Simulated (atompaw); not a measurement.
# Tantalum: generating and testing a PAW (atompaw) potential

Task: generate the file, and judge it by its logarithmic derivatives, its ghosts and its cutoff.

Program: atompaw 4.2.0.5. Reference atom: PBE, scalar-relativistic, spherical and spin-unpolarised. All values are calculated.

### Step 1. Starting point

The settings as typed:

* element: tantalum (Ta, Z = 73)
* type: PAW
* frozen core: [Kr] 4d10
* valence charge: 27
* reference configuration: 4f14 5s2 5p6 5d3 6s2 6p0
* partial waves: 5s (bound): rc 1.40 bohr; 6s (bound): rc 2.30 bohr; 5p (bound): rc 2.20 bohr; 6p (bound, empty): rc 2.30 bohr; 5d (bound): rc 2.30 bohr; 5d channel at 2.15 Ry: rc 2.30 bohr; 4f (bound): rc 1.30 bohr; 4f channel at -1.15 Ry: rc 1.30 bohr
* local potential: troulliermartins scheme with l = 4 at 1 Ry, radius 1.50 bohr
* core correction: smooth core density matched at 2.10 bohr
* augmentation charge: sinc compensation charge, radius 1.90 bohr; PAW radius 2.30 bohr; waves and projectors: custom polynom vanderbiltortho

The nodes and maxima of the atom's own shells, from an earlier all-electron run, set the scale for the radii.

All-electron outer shells of the reference configuration (PBE, scalar-relativistic, ld1.x):

```tsv
shell	level (eV)	outermost node (bohr)	outermost maximum (bohr)
4p	-400.93	0.24	0.45
4d	-222.19	0.22	0.46
5s	-73.00	0.54	0.98
5p	-39.40	0.58	1.13
4f	-24.70	–	0.44
6s	-5.44	1.32	2.78
5d	-3.59	0.65	1.58
6p	-1.39	1.60	3.89
```

### Step 2. Generating the potential

Ta.input reads:

```
Ta 73
GGA-PBE scalarrelativistic loggrid 2001 logderivrange -7 5 301
6 6 5 4 0 0
6 1 0
5 2 3
0 0 0
c
c
c
c
v
v
c
c
c
v
v
c
c
v
v
3
2.30 1.90 1.50 2.10
n
n
y
2.15
n
y
-1.15
n
custom polynom vanderbiltortho sinc
4 1 troulliermartins
1.40
2.30
2.20
2.30
2.30
2.30
1.30
1.30
PWSCFOUT
UPFDX 0.0125d0 UPFXMIN -7.d0 UPFZMESH 73.d0
END
```

Started as:

```console
atompaw < Ta.input > Ta.log
```

Before running it: what results should come out? Wanted: cutoffs for 10 and 1 mRy, occupied levels; bound ghosts; largest phase difference near zero energy, channels read; lowest eigenvalue of the overlap; share of valence orbitals outside the PAW sphere; UPF file.

As calculated:

| quantity | value |
| --- | --- |
| cutoffs for 10 and 1 mRy, occupied levels | 120 Ry and 200 Ry |
| bound ghosts | none found |
| largest phase difference near zero energy, channels read | 0.123 rad |
| lowest eigenvalue of the overlap (Bessel basis) | 0.568 (s) |
| share of valence orbitals outside the PAW sphere | 5s 1 %, 6s 81 %, 5p 3 %, 6p 96 %, 5d 39 %, 4f 0 % |
| UPF file | written |

It counts as hard, with 120 Ry needed at the looser tolerance. The slowest occupied level is 4f: taken alone it needs 120 Ry to come within 1 mRy, against 35 Ry for 5s. No bound ghost shows below the valence levels. Near zero energy the largest phase difference among the channels read is 0.12 rad, in the s channel (at the energies tabulated). The pseudo curves have a pole with no partner nearby in the atom's: s at 1.33 Ry. At positive energy that is a spurious or a displaced resonance. These are tests on the free atom; a crystal test is still owed.
